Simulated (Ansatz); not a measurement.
# C₄H₉F₄HfNO₂: up Jacob's ladder to CCSD(T)

The task here is to estimate one member of a computed series from the others.

The runs use Ansatz 0.2.0, Gaussian basis; functionals in def2-TZVPP, the program's frozen cores in correlated methods.

Levels to be run: LDA (SPW92), PBE-D4, revPBE-D4, BLYP-D4, r2SCAN-D4, B97M-V, PBE0-D4, B3LYP-D4, r2SCANh-D4, r2SCAN0-D4, HSE06-D4, BHLYP-D4, CAM-B3LYP-D4, LC-ωPBE, ωB97X-V, ωB97M-V, B2PLYP, PBE-QIDH; CCSD(T)/def2-SVP; CCSD(T)/def2-TZVPP; MP2/def2-QZVPP; extrapolation to the limit; RPA on PBE.

### Structure used throughout

The geometry comes from an earlier relaxation with PBE0-D4 in a triple-zeta def2 set; it is a stationary point, not always the lowest conformer. Hf takes the def2 core potential; no spin-orbit term is included.

SMILES `C[N](C)[Hf]([OH])([F])[O]CC(F)(F)F`, 21 atoms, charge 0, spin multiplicity 1.

Atoms are counted from 1 here; the program's logs count them from 0.

Bond lengths: C1–N2 1.445 Å, C1–H13 1.096 Å, C1–H14 1.099 Å, C1–H15 1.099 Å, N2–C3 1.443 Å, N2–Hf4 2.021 Å, C3–H16 1.092 Å, C3–H17 1.099 Å, C3–H18 1.099 Å, Hf4–O5 1.923 Å, Hf4–F6 1.928 Å, Hf4–O7 1.952 Å, O5–H19 0.952 Å, O7–C8 1.372 Å, C8–C9 1.516 Å, C8–H20 1.097 Å, C8–H21 1.097 Å, C9–F10 1.337 Å and more. Angles: N2–C1–H13 111.2°, N2–C1–H14 111.6°, N2–C1–H15 111.8°, H13–C1–H14 107.0°, H13–C1–H15 107.5°, H14–C1–H15 107.6°, C1–N2–C3 112.8°, C1–N2–Hf4 119.9°, C3–N2–Hf4 127.3°, N2–C3–H16 110.7°, N2–C3–H17 111.5°, N2–C3–H18 111.3°, H16–C3–H17 107.8°, H16–C3–H18 107.8°, H17–C3–H18 107.5°, N2–Hf4–O5 106.9°, N2–Hf4–F6 107.9°, N2–Hf4–O7 108.7° and more.

The first run:

The input, in.yaml:

```yaml
crystal:
  periodic: [false, false, false]
  atoms:
    - {symbol: C, position_ang: [-0.207390, 2.583054, 0.328838]}
    - {symbol: N, position_ang: [-0.375753, 1.274612, 0.917832]}
    - {symbol: C, position_ang: [0.416633, 1.092376, 2.109555]}
    - {symbol: Hf, position_ang: [-1.562062, -0.090768, 0.015868]}
    - {symbol: O, position_ang: [-1.946973, -1.446843, 1.323324]}
    - {symbol: F, position_ang: [-3.106265, 0.831885, -0.677791]}
    - {symbol: O, position_ang: [-0.610948, -0.824935, -1.523140]}
    - {symbol: C, position_ang: [0.533553, -1.235283, -2.159175]}
    - {symbol: C, position_ang: [1.326441, -2.194512, -1.293979]}
    - {symbol: F, position_ang: [0.647397, -3.316116, -1.032657]}
    - {symbol: F, position_ang: [1.641783, -1.643055, -0.111821]}
    - {symbol: F, position_ang: [2.467987, -2.539690, -1.899078]}
    - {symbol: H, position_ang: [-0.829047, 2.698124, -0.566195]}
    - {symbol: H, position_ang: [-0.499347, 3.380517, 1.026593]}
    - {symbol: H, position_ang: [0.835681, 2.765780, 0.033378]}
    - {symbol: H, position_ang: [0.251241, 0.100575, 2.535788]}
    - {symbol: H, position_ang: [1.490881, 1.193048, 1.899342]}
    - {symbol: H, position_ang: [0.159962, 1.835191, 2.878315]}
    - {symbol: H, position_ang: [-2.138888, -2.306946, 1.682699]}
    - {symbol: H, position_ang: [0.304696, -1.760979, -3.093837]}
    - {symbol: H, position_ang: [1.200409, -0.396044, -2.393868]}
basis:
  gaussian: {orbitals: def2-TZVPP}
hamiltonian: {xc: lda}
output: {orbitals: {seedname: orbitals}}
```

Launch:

```
ansatz run in.yaml --threads 4 --pin off --events-out ev --progress --plain --max-ram 46080MiB --backend cuda --devices 0, --max-vram 37GiB
```

Steps of the session up to this table: LDA; PBE-D4 (GGA); revPBE-D4 (GGA); BLYP-D4 (GGA); r2SCAN-D4 (meta-GGA); B97M-V (meta-GGA); PBE0-D4 (hybrid); B3LYP-D4 (hybrid); r2SCANh-D4 (hybrid); r2SCAN0-D4 (hybrid); HSE06-D4 (hybrid); BHLYP-D4 (hybrid); CAM-B3LYP-D4 (range-separated); LC-ωPBE (range-separated); ωB97X-V (range-separated); ωB97M-V (range-separated); B2PLYP (double hybrid); PBE-QIDH (double hybrid).

One of the session's tables, all rows but one given; the rest of the session is left out.

It belongs to the step «Frontier levels by functional». 

```
  functional  HOMO (eV)  gap (eV)
 LDA (SPW92)      -5.40      4.36
      PBE-D4      -5.25      4.45
   revPBE-D4          ?         ?
     BLYP-D4      -5.14      4.35
   r2SCAN-D4      -5.48      5.13
      B97M-V      -5.59      4.82
     PBE0-D4      -6.53      6.46
    B3LYP-D4      -6.32      5.95
  r2SCANh-D4      -5.96      5.88
  r2SCAN0-D4      -6.70      6.94
    HSE06-D4      -6.13      5.71
    BHLYP-D4      -7.75      8.21
CAM-B3LYP-D4      -7.88      8.49
     LC-ωPBE      -9.17     10.97
     ωB97X-V      -8.86     10.43
     ωB97M-V      -8.79      9.87
```

Q: Estimate the row for revPBE-D4 from the others.

As computed: HOMO (eV): -5.18; gap (eV): 4.50. In the column «HOMO (eV)» it lies between PBE-D4 (-5.25) and BLYP-D4 (-5.14).
